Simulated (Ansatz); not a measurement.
# PbSe: the cost of one run

Computed with Ansatz 0.2.0 (reference: DFT, HSE06, plane waves, PAW, unless a step's input says otherwise).

3 further runs of the same task are left out: 3 that didn't finish.

**1. The structure to begin with**

Symmetry: Fm-3m, No. 225, cubic system. Conventional cell: a = 6.177 Å, b = 6.177 Å, c = 6.177 Å, α = 90.00°, β = 90.00°, γ = 90.00°. Around Pb (site symmetry m-3m) lie 6 Se at 3.09 Å. Se (site symmetry m-3m) has 6 Pb at 3.09 Å as nearest neighbours.

Coordinates:

```
Pb Se
1.0
     0.00000    3.08870    3.08870
     3.08870    0.00000    3.08870
     3.08870    3.08870    0.00000
Pb Se
1 1
Direct
  0.00000 0.00000 0.00000
  0.50000 0.50000 0.50000
```

**2. Reference**

input.yaml reads:

```yaml
crystal:
  lattice:
    - [0.0, 3.0887022205, 3.0887022205]
    - [3.0887022205, 0.0, 3.0887022205]
    - [3.0887022205, 3.0887022205, 0.0]
  atoms:
    - { symbol: Pb, position: [0.0, 0.0, 0.0] }
    - { symbol: Se, position: [0.5, 0.5, 0.5] }
kpoints:
  mp_grid: { grid: [4, 4, 4] }
hamiltonian:
  xc: hse06
scf:
  occupations: { method: fixed }
  n_extra_bands: 4
output:
  forces: true
  stress: true
  eigenvalues: true
```

Run with:

```console
ansatz run input.yaml --threads 4 --pin off --max-ram 3686MiB --backend cpu --events-out ev --progress --plain --runs-dir out
```

Q: Estimate wall time and peak memory on 4 threads of an Arm CPU, shared host.

About 5.9 s, with a peak of 0.83 GiB.
